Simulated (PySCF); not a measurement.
# CH3AlBr2: the cost of one run

Programs: PySCF 2.14.0, with density-fitted response routines of our own. Each step states its level of theory. These are calculated values for one molecule in the gas phase, unless marked as measured. Atoms are numbered from 0 throughout.

**1. Starting geometry**

7 atoms, charge 0, multiplicity 1; geometry from: GFN2-xTB. The atoms were then displaced at random by about 0.01 Å, so the start is not that level's minimum.

Bonds of the start (Å): C0–Al1 1.95, Al1–Br2 2.26, Al1–Br3 2.28, C0–H4 1.12, C0–H5 1.08, C0–H6 1.09.

**2. Relaxing the molecule at PBE0-D3(BJ)/def2-SVP**

Job settings and geometry (Å):

```
{"job": {"xc": "PBE0", "basis": "def2-SVP", "d3": "d3bj", "grid": 1, "shake": 0.01, "kind": "geom"}, "charge": 0, "multiplicity": 1}
C     -0.986580    -0.046910     0.047110
Al     0.958870     0.025190    -0.050210
Br     2.083660     1.978780    -0.137500
Br     2.223940    -1.867370    -0.081050
H     -1.444000     0.975890     0.075870
H     -1.365930    -0.565300     0.919310
H     -1.436000    -0.529400    -0.823450
```

Command:

```
$ OMP_NUM_THREADS=1 python probes_run.py task.json out
```

One launch serves the whole session: the jobs run in the order shown.

Q: Estimate the wall time and peak memory of this first job on 1 thread of Intel Xeon Platinum 8175M at 2.50GHz, shared host.

About 70 s, with a peak of 0.45 GiB.
